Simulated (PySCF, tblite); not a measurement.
**C₆H₆ClF₃: geometry, infrared bands and NMR shifts**

What infrared bands and NMR shifts should C₆H₆ClF₃ (`CC#C[C@@H](CCl)C(F)(F)F`) show?

Programs: tblite 0.8.0 and PySCF 2.14.0, with density-fitted response routines of our own. Each step states its level of theory. These are calculated values for one molecule in the gas phase, unless marked as measured. Atoms are numbered from 0 throughout.

### 1 Starting geometry

16 atoms, charge 0, multiplicity 1; geometry from: force field or distance geometry start.

Bonds of the start (Å): C0–C1 1.48, C1–C2 1.19, C2–C3 1.49, C3–C4 1.54, C4–Cl5 1.78, C3–C6 1.52, C6–F7 1.36, C6–F8 1.35, C6–F9 1.36, C0–H10 1.09, C0–H11 1.09, C0–H12 1.09, C3–H13 1.10, C4–H14 1.10, C4–H15 1.10.

### 2 Optimising the geometry with GFN2-xTB

What the job is given:

```
{"job": {"kind": "relax", "xc": "GFN2-xTB", "basis": "xTB"}, "charge": 0, "multiplicity": 1}
C      3.124300     0.365600    -0.296500
C      1.676900     0.081600    -0.264300
C      0.514900    -0.168900    -0.215900
C     -0.943400    -0.465300    -0.182700
C     -1.431000    -0.655300     1.269700
Cl    -0.758900    -2.130500     2.009500
C     -1.760600     0.638800    -0.822200
F     -1.641400     1.811000    -0.147900
F     -1.395400     0.847900    -2.101900
F     -3.081200     0.308700    -0.824900
H      3.599200    -0.187800    -1.105400
H      3.592700     0.084900     0.648100
H      3.285800     1.437000    -0.452100
H     -1.118700    -1.396600    -0.742100
H     -1.150300     0.199700     1.901800
H     -2.520700    -0.762000     1.315200
```

Run with:

```console
$ OMP_NUM_THREADS=1 python probes_run.py task.json out
```

This one command runs all jobs of the session in turn.

**Question.** This job is followed by: GFN2-xTB harmonic vibrations, gas phase; GIAO PBE0/pcSseg-1 NMR shielding, non-relativistic, gas phase. What will the session give for the following? strongest single infrared mode (GFN2-xTB); zero-point energy (GFN2-xTB); 13C shifts against TMS (PBE0/pcSseg-1); 1H shifts against TMS (PBE0/pcSseg-1, means over atoms taken as alike); 35Cl shifts against HCl (PBE0/pcSseg-1); 19F shifts against CFCl3 (PBE0/pcSseg-1, means over atoms taken as alike); surface potential, 1st and 99th percentile.

As calculated:

| quantity | value |
| --- | --- |
| strongest single infrared mode (GFN2-xTB) | 1076 cm⁻¹, 226 km/mol |
| zero-point energy (GFN2-xTB) | 66.0 kcal/mol |
| 13C shifts against TMS (PBE0/pcSseg-1) | 134.0, 91.3, 77.8, 50.1, 45.4, 4.4 ppm |
| 1H shifts against TMS (PBE0/pcSseg-1, means over atoms taken as alike) | 3.83, 3.70, 3.30, 2.09 ppm |
| 35Cl shifts against HCl (PBE0/pcSseg-1) | 84 ppm |
| 19F shifts against CFCl3 (PBE0/pcSseg-1, means over atoms taken as alike) | -85.9 ppm |
| surface potential, 1st and 99th percentile | -0.75 V and 1.17 V |

What this shows: Relaxing lowered the energy by 0.097 eV in 49 steps; the close pair that moved most is C2–C3, from 1.488 to 1.454 Å. No mode is imaginary among the 42: a minimum at this level. The strongest single mode, at 1076 cm⁻¹, moves mainly C6. GFN2-xTB is a fitted tight-binding method: band positions and strengths are rough. Its intensities can rank the bands wrongly. At PBE0/pcSseg-1: The largest span, 381 ppm, is at Cl5, where the paramagnetic term is -280 ppm.
